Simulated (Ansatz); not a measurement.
# C₈H₁₈F₂Sn: up Jacob's ladder to CCSD(T)

Aim: compute C₈H₁₈F₂Sn with functionals from several rungs and with coupled cluster. The yardstick is the atomisation energy at the CCSD(T) limit.

The runs use Ansatz 0.2.0, Gaussian basis; functionals in def2-TZVPP, the program's frozen cores in correlated methods.

Levels to be run: LDA (SPW92), PBE-D4, revPBE-D4, BLYP-D4, r2SCAN-D4, B97M-V, PBE0-D4, B3LYP-D4, r2SCANh-D4, r2SCAN0-D4, HSE06-D4, BHLYP-D4, CAM-B3LYP-D4, LC-ωPBE, ωB97X-V, ωB97M-V, B2PLYP, PBE-QIDH; CCSD(T)/def2-SVP; CCSD(T)/def2-TZVPP; MP2/def2-QZVPP; extrapolation to the limit; RPA on PBE.

## Step 1: The geometry

An earlier PBE0-D4 in a triple-zeta def2 set relaxation fixed the geometry. Sn takes the def2 core potential; no spin-orbit term is included.

SMILES `C[C](C)(C)[Sn]([F])([F])[C](C)(C)C`, 29 atoms, charge 0, spin multiplicity 1.

Atoms are counted from 1 here; the program's logs count them from 0.

Bond lengths: C1–C2 1.522 Å, C1–H12 1.098 Å, C1–H13 1.094 Å, C1–H14 1.093 Å, C2–C3 1.522 Å, C2–C4 1.522 Å, C2–Sn5 2.164 Å, C3–H15 1.094 Å, C3–H16 1.093 Å, C3–H17 1.098 Å, C4–H18 1.092 Å, C4–H19 1.098 Å, C4–H20 1.092 Å, Sn5–F6 1.936 Å, Sn5–F7 1.936 Å, Sn5–C8 2.164 Å, C8–C9 1.522 Å, C8–C10 1.522 Å and more. Angles: C2–C1–H12 109.4°, C2–C1–H13 112.3°, C2–C1–H14 112.0°, H12–C1–H13 107.2°, H12–C1–H14 107.5°, H13–C1–H14 108.3°, C1–C2–C3 111.1°, C1–C2–C4 110.7°, C1–C2–Sn5 108.8°, C3–C2–C4 110.7°, C3–C2–Sn5 108.9°, C4–C2–Sn5 106.4°, C2–C3–H15 112.3°, C2–C3–H16 112.0°, C2–C3–H17 109.4°, H15–C3–H16 108.3°, H15–C3–H17 107.2°, H16–C3–H17 107.4° and more.

## Step 2: LDA

This LDA is Slater exchange with PW92 correlation.

in.yaml

```yaml
crystal:
  periodic: [false, false, false]
  atoms:
    - {symbol: C, position_ang: [-1.826168, -1.862426, -0.366352]}
    - {symbol: C, position_ang: [-1.946833, -0.363939, -0.127642]}
    - {symbol: C, position_ang: [-2.260829, -0.066023, 1.331638]}
    - {symbol: C, position_ang: [-3.001798, 0.244289, -1.041240]}
    - {symbol: Sn, position_ang: [-0.070098, 0.578928, -0.647932]}
    - {symbol: F, position_ang: [-0.431180, 2.478189, -0.538428]}
    - {symbol: F, position_ang: [0.104298, 0.287166, -2.554215]}
    - {symbol: C, position_ang: [1.940730, 0.367369, 0.122569]}
    - {symbol: C, position_ang: [1.947327, 0.766703, 1.591405]}
    - {symbol: C, position_ang: [2.816028, 1.306680, -0.695437]}
    - {symbol: C, position_ang: [2.388127, -1.076795, -0.053676]}
    - {symbol: H, position_ang: [-2.788199, -2.345158, -0.151175]}
    - {symbol: H, position_ang: [-1.078559, -2.327399, 0.282886]}
    - {symbol: H, position_ang: [-1.569066, -2.091775, -1.403466]}
    - {symbol: H, position_ang: [-1.521230, -0.498031, 2.012072]}
    - {symbol: H, position_ang: [-2.319387, 1.007754, 1.526566]}
    - {symbol: H, position_ang: [-3.234391, -0.501052, 1.591887]}
    - {symbol: H, position_ang: [-2.784438, 0.056998, -2.095376]}
    - {symbol: H, position_ang: [-3.977996, -0.204557, -0.815547]}
    - {symbol: H, position_ang: [-3.089924, 1.323840, -0.899011]}
    - {symbol: H, position_ang: [2.972024, 0.709797, 1.980744]}
    - {symbol: H, position_ang: [1.597417, 1.791592, 1.737969]}
    - {symbol: H, position_ang: [1.330875, 0.103137, 2.204842]}
    - {symbol: H, position_ang: [2.809090, 1.048461, -1.756898]}
    - {symbol: H, position_ang: [3.852427, 1.236728, -0.339979]}
    - {symbol: H, position_ang: [2.499298, 2.347583, -0.596798]}
    - {symbol: H, position_ang: [3.424448, -1.182854, 0.292159]}
    - {symbol: H, position_ang: [1.779589, -1.774128, 0.529444]}
    - {symbol: H, position_ang: [2.358717, -1.389374, -1.100507]}
basis:
  gaussian: {orbitals: def2-TZVPP}
hamiltonian: {xc: lda}
output: {orbitals: {seedname: orbitals}}
```

Launch:

```
> ansatz run in.yaml --threads 11 --pin off --events-out ev --progress --plain --max-ram 174080MiB --backend cuda --devices 0, --max-vram 75GiB
```

The runs that follow: PBE-D4 (GGA); revPBE-D4 (GGA); BLYP-D4 (GGA); r2SCAN-D4 (meta-GGA); B97M-V (meta-GGA); PBE0-D4 (hybrid); B3LYP-D4 (hybrid); r2SCANh-D4 (hybrid); r2SCAN0-D4 (hybrid); HSE06-D4 (hybrid); BHLYP-D4 (hybrid); CAM-B3LYP-D4 (range-separated); LC-ωPBE (range-separated); ωB97X-V (range-separated); ωB97M-V (range-separated); B2PLYP (double hybrid); PBE-QIDH (double hybrid); CCSD(T) in def2-SVP; CCSD(T) in def2-TZVPP; MP2 in def2-QZVPP; RPA on PBE orbitals.

**Question.** What will the summary of the whole plan be? Wanted: atomisation energy, CCSD(T)/CBS; farthest beyond LDA; mean size of error, GGA; mean size of error, meta-GGA; mean size of error, hybrid; mean size of error, range-separated; mean size of error, double hybrid; gap, smallest and largest; T1 diagnostic.

As calculated:

```
                               quantity                                                                                                                              value
        atomisation energy, CCSD(T)/CBS                                                                                                                         118.087 eV
    functionals within 1.181 eV (1.0 %)  revPBE-D4, BLYP-D4, r2SCAN-D4, B97M-V, PBE0-D4, B3LYP-D4, r2SCANh-D4, HSE06-D4, CAM-B3LYP-D4, LC-ωPBE, ωB97X-V, ωB97M-V, PBE-QIDH
                    farthest beyond LDA                                                                                                               BHLYP-D4 (-3.348 eV)
                mean size of error, GGA                                                                                                                           1.183 eV
           mean size of error, meta-GGA                                                                                                                           0.100 eV
             mean size of error, hybrid                                                                                                                           1.050 eV
    mean size of error, range-separated                                                                                                                           0.256 eV
      mean size of error, double hybrid                                                                                                                           1.206 eV
              gap, smallest and largest                                                                                          4.39 eV (LDA (SPW92)), 11.27 eV (LC-ωPBE)
                          T1 diagnostic                                                                                                                             0.0119
triples share of the correlation energy                                                                                                                              3.6 %
```

**Reading.** The LDA atomisation energy is off by 15.731 eV (13 %): it overbinds. PBE-D4 misses by +1.760 eV. Double hybrids carry the basis error of their MP2 part in triple zeta, and no dispersion term here, so their miss is partly the set-up's. The rungs meta-GGA, range-separated, hybrid miss on average by less than the doubt on the reference (1.181 eV), so they tie. Misses under about 1.181 eV are within the doubt on the reference itself, which lacks core-valence correlation, spin-orbit coupling and higher excitations, and its outer-core shells are covered unevenly. All levels share the lack of spin-orbit coupling, which lowers the free heavy atoms and so the true binding. Hartree-Fock recovers 74 % of the binding; the rest is correlation. CCSD(T) in def2-SVP is off by -5.223 eV, so the small basis spoils what the method gains. The gap grows from 4.4 to 11.3 eV across the functionals, mostly with the share of exact exchange. Correlated methods include outer-core shells of Sn, which these sets cover unevenly.
